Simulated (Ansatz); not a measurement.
**SnSe (SMILES [Se][Sn]): CCSDT(Q)/STO-3G**

What is the electronic atomisation energy of SnSe at CCSDT(Q)/STO-3G? 

The calculation is run with Ansatz 0.2.0.

53 further runs of the same task are left out: 14 that didn't finish, 39 set aside as unsound or not needed.

## 1. The structure to begin with

The species is SnSe (2 atoms), meant as a singlet with charge 0. SMILES: `[Se][Sn]`. Geometry: a GFN2-xTB relaxation, a rough one for these elements and not checked as a minimum.

Bond lengths: Se1–Sn2 2.338 Å.

## 2. A single-point energy at CCSDT(Q)/STO-3G

Contents of input.yaml:

```yaml
crystal:
  periodic: [false, false, false]
  atoms:
    - {symbol: Se, position_ang: [0.000000, 0.000000, 0.000000]}
    - {symbol: Sn, position_ang: [0.000000, 0.000000, 2.338340]}
basis:
  gaussian: {orbitals: STO-3G}
correlation: {method: ccsdt_q, frozen_orbitals: {Se: 9, Sn: 18}}
accuracy: high
scf: {omitted_lower_state_checks: [cluster_reference, increment]}
```

Started as:

```
ansatz run input.yaml --threads 1 --pin off --max-ram 2610MiB --events-out events.jsonl --progress --plain --runs-dir runs
```

Output:

```text
Warning: RAYON_NUM_THREADS=1 ignored (pool sized by the plan → 1); use --threads N
Functional definition: HF
  name "HF"
  exchange = exact_x
  correlation = 0
these checks for a lower state are left out or cut short: cluster_reference, increment
711 factors; integrals over basis functions are off by at most 1.0e-8 eV
mean field evaluation 1: about -226854.6848 eV, gradient 1.9e1 eV
mean field evaluation 2: about -226854.7259 eV, gradient 1.9e1 eV
mean field evaluation 4: about -226857.7619 eV, gradient 9.4e-1 eV
mean field evaluation 8: about -226857.7651 eV, gradient 4.2e-6 eV
mean field -226857.76509085 eV, -8336.8690973725 hartree, gradient 2.8e-8 eV, S^2 0.000000; 0 other end points of the search recorded, 0 dependent functions left out
27 core orbitals not correlated: weight in the atoms' cores, before any rotation towards them, 1.000 or more for the frozen orbitals, at most 0.000 for the correlated occupied ones
reference -226857.76509085 eV, -8336.8690973725 hartree; 15, 15 occupied and 3, 3 virtual orbitals, 711 factors
second order -1.86262596 eV of doubles, -0.00000000 eV of singles
cycle   1  -1.72171662 eV  change    1.4e-1 eV  update   1.9e-1
cycle   2  -2.09037972 eV  change   -3.7e-1 eV  update   1.4e-1
cycle   3  -2.29881003 eV  change   -2.1e-1 eV  update   3.7e-2
cycle   4  -2.26906252 eV  change    3.0e-2 eV  update   1.1e-2
cycle   5  -2.27707230 eV  change   -8.0e-3 eV  update   2.8e-3
cycle   6  -2.27922282 eV  change   -2.2e-3 eV  update   9.8e-4
cycle   7  -2.27818363 eV  change    1.0e-3 eV  update   3.3e-4
cycle   8  -2.27818614 eV  change   -2.5e-6 eV  update   1.3e-4
cycle   9  -2.27822818 eV  change   -4.2e-5 eV  update   6.0e-5
cycle  10  -2.27815828 eV  change    7.0e-5 eV  update   2.4e-5
cycle  11  -2.27816300 eV  change   -4.7e-6 eV  update   5.0e-6
cycle  12  -2.27816248 eV  change    5.2e-7 eV  update   2.1e-6
cycle  13  -2.27816236 eV  change    1.2e-7 eV  update   9.5e-7
cycle  14  -2.27816282 eV  change   -4.7e-7 eV  update   7.7e-7
cycle  15  -2.27816298 eV  change   -1.5e-7 eV  update   3.7e-7
cycle  16  -2.27816292 eV  change    5.6e-8 eV  update   1.1e-7
cycle  17  -2.27816294 eV  change   -1.6e-8 eV  update   4.2e-8
cycle  18  -2.27816258 eV  change    3.6e-7 eV  update   1.1e-7
cycle  19  -2.27816246 eV  change    1.2e-7 eV  update   5.0e-8
cycle  20  -2.27816242 eV  change    3.3e-8 eV  update   9.9e-8
cycle  21  -2.27816242 eV  change    7.0e-9 eV  update   4.7e-8
cycle  22  -2.27816242 eV  change  -1.0e-10 eV  update   1.1e-8
cycle  23  -2.27816242 eV  change  -4.3e-10 eV  update   3.5e-9
perturbative correction 0.00877551 eV, 0.0003224942 hartree
Total energy: -226860.03447775 eV, -8336.9524958029 hartree
Checks for a lower state left out: cluster_reference, increment
```

It took 2.6 s on 1 thread of Arm Neoverse V1, shared host; peak memory 0.15 GiB.

## 3. The Se atom, same level

Contents of input.yaml:

```yaml
crystal:
  periodic: [false, false, false]
  atoms:
    - {symbol: Se, position_ang: [0.000000, 0.000000, 0.000000]}
basis:
  gaussian: {orbitals: STO-3G}
magnetization: {spin_polarized: true, initial_magnetization: 2}
correlation: {method: ccsdt_q, frozen_orbitals: {Se: 9}}
accuracy: high
scf: {omitted_lower_state_checks: [cluster_reference, increment]}
```

Run the same way, it converges to -2373.52735 Eh (log not shown).

## 4. The Sn atom at the same level

Contents of in.yaml:

```yaml
basis:
  gaussian: {orbitals: STO-3G}
crystal:
  periodic: [false, false, false]
  atoms:
    - {symbol: Sn, position_ang: [0.000000, 0.000000, 0.000000]}
correlation: {method: ccsdt_q, frozen_orbitals: {Sn: 18}}
scf: {omitted_lower_state_checks: [cluster_reference, increment]}
magnetization: {spin_polarized: true, initial_magnetization: 2}
accuracy: high
```

Run the same way, it converges to -5963.21986 Eh (log not shown).

## 5. Results

At CCSDT(Q)/STO-3G, 27 core orbitals frozen:

```
                                              quantity           value
                                molecule: total energy  -8336.95250 Eh
molecule: correlation energy (27 core orbitals frozen)       -83.4 mEh
                               molecule: T1 diagnostic           0.022
                                 Se atom: total energy  -2373.52735 Eh
  Se atom: correlation energy (9 core orbitals frozen)         0.0 mEh
            Se atom: ⟨S²⟩ of the reference determinant           2.000
                                Se atom: T1 diagnostic           0.000
                                 Sn atom: total energy  -5963.21986 Eh
 Sn atom: correlation energy (18 core orbitals frozen)       -13.7 mEh
            Sn atom: ⟨S²⟩ of the reference determinant           2.000
                                Sn atom: T1 diagnostic           0.000
                         electronic atomisation energy        5.586 eV
```

In words: Taking the molecule apart into free atoms costs 5.59 eV (129 kcal/mol), before zero-point energy and without spin-orbit coupling. In a minimal basis such a difference can be off by several eV, whatever the method. The T1 diagnostic (molecule) of 0.022 is above the customary mark for such species, so a single reference may not serve. Relativity is left out (molecule) although the molecule holds a heavy atom. Relativity is left out (Sn atom) although the molecule holds a heavy atom.
